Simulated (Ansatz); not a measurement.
Crystal: GeW.

```xyz
2
Lattice="0.0000 2.5776 2.5776 2.5776 0.0000 2.5776 2.5776 2.5776 0.0000" Properties=species:S:1:pos:R:3 pbc="T T T"
Ge    2.5776    2.5776    2.5776
W     0.0000    0.0000    0.0000
```

The cell was built by a generator and needn't be a form met in nature.

```yaml
Program: Ansatz 0.2.0
Task: relaxation of cell and atoms
Functional: PBEsol0
Potentials_or_basis: Ansatz PAW
Cutoff: "420 eV (not typed: the program's choice for these potentials)"
k_mesh: 5 × 5 × 5
Occupations: fermi-dirac, width 0.05 eV
Spin: no spin polarisation
```

At the start: volume 17.13 Å³/atom.

Problem. How do energy, volume and symmetry change on relaxing?

Solution. It ends after 6 steps and the volume is 16.24 Å³/atom (-5.2 %); space group Fm-3m (No. 225, to 0.05 Å).

Step by step:
```csv
step,energy change (eV),largest force (eV/Å),volume (Å³)
1,0.0000,0.0000,34.25
2,-0.0118,0.0000,31.01
3,-0.0578,0.0000,32.61
4,-0.0582,0.0000,32.49
5,-0.0582,0.0000,32.48
6,-0.0575,0.0000,32.48
```

Final structure:
```xyz
2
Lattice="0.0000 2.5323 2.5323 2.5323 0.0000 2.5323 2.5323 2.5323 0.0000" Properties=species:S:1:pos:R:3 pbc="T T T"
Ge    2.5323    2.5323    2.5323
W     0.0000    0.0000    0.0000
```

Caveat: the k mesh is coarse (spacing up to 0.42 Å⁻¹), so the values aren't converged, least of all with exact exchange; the plane-wave basis is chosen anew once the cell has moved, so the energies of steps on either side of that aren't comparable; the PAW data sets come from PBE, with cores solved anew for the run's functional, which leaves a small shift of forces and pressure.
